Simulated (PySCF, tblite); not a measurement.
**C₅H₈F₃ radical: geometry, infrared bands and EPR parameters**

What infrared bands and EPR parameters should C₅H₈F₃ radical (`C[CH][C@H](CF)C(F)F`) show?

The runs use tblite 0.8.0 and PySCF 2.14.0, with density-fitted response routines of our own; the level of theory stands in each step. All values are computed, except where a source is named. Atoms count from 0, in the outputs and in this text.

### Step 1. The molecule as given

16 atoms, charge 0, multiplicity 2; geometry from: force field or distance geometry start.

Bonds of the start (Å): C0–C1 1.51, C1–C2 1.51, C2–C3 1.52, C3–F4 1.37, C2–C5 1.54, C5–F6 1.36, C5–F7 1.37, C0–H8 1.09, C0–H9 1.10, C0–H10 1.09, C1–H11 1.07, C2–H12 1.10, C3–H13 1.09, C3–H14 1.09, C5–H15 1.10.

### Step 2. Geometry optimisation with GFN2-xTB

What the job is given:

```
{"job": {"kind": "relax", "xc": "GFN2-xTB", "basis": "xTB"}, "charge": 0, "multiplicity": 2}
C      2.157100    -0.476600     0.130300
C      0.961500     0.262900    -0.408300
C     -0.360600     0.162200     0.307400
C     -1.104000    -1.106100    -0.084000
F     -2.233900    -1.211400     0.686900
C     -1.288500     1.354300    -0.002600
F     -1.510000     1.449300    -1.340200
F     -0.672500     2.518700     0.374100
H      2.097100    -1.536700    -0.131200
H      2.209800    -0.381000     1.223300
H      3.063300    -0.063300    -0.300400
H      1.013000     0.697500    -1.388400
H     -0.195100     0.171700     1.396200
H     -1.394100    -1.130500    -1.132500
H     -0.501700    -1.994100     0.130600
H     -2.249000     1.292100     0.527500
```

The run is started by

```console
> OMP_NUM_THREADS=1 python probes_run.py task.json out
```

The driver reads the jobs from task.json and runs them one after another.

**Question.** This job is followed by: GFN2-xTB harmonic vibrations, gas phase; UKS B3LYP, pcH-1 on C F H, non-relativistic, mean-field spin-orbit, GIAO. What will the session give for the following? strongest single infrared mode (GFN2-xTB); zero-point energy (GFN2-xTB); g(iso) (B3LYP); ⟨S²⟩; largest a(iso) (averaged by class); surface potential, 1st and 99th percentile.

The runs gave:

```
                                 quantity                  value
strongest single infrared mode (GFN2-xTB)  1092 cm⁻¹, 114 km/mol
             zero-point energy (GFN2-xTB)          75.0 kcal/mol
                           g(iso) (B3LYP)                2.00267
                                     ⟨S²⟩     0.754 (exact 0.75)
       largest a(iso) (averaged by class)   13C on C1, 104.0 MHz
    surface potential, 1st and 99th percentile     -0.86 V and 0.99 V
```

What this shows: The optimisation took 119 steps and gained 0.096 eV; among the close pairs (by a distance rule), C0–C1 changed most, from 1.505 to 1.474 Å. All 42 modes are real, so the xTB geometry is a minimum. The strongest single mode, at 1092 cm⁻¹, has its largest shares on C5, F6, F7 and H15 (the list is cut at 4 atoms). GFN2-xTB is a fitted tight-binding method: band positions and strengths are rough. Its intensities can rank the bands wrongly. Most of the unpaired spin sits on C1 (1.02 e). The isotropic g lies 0.3 ppt above the free-electron value.
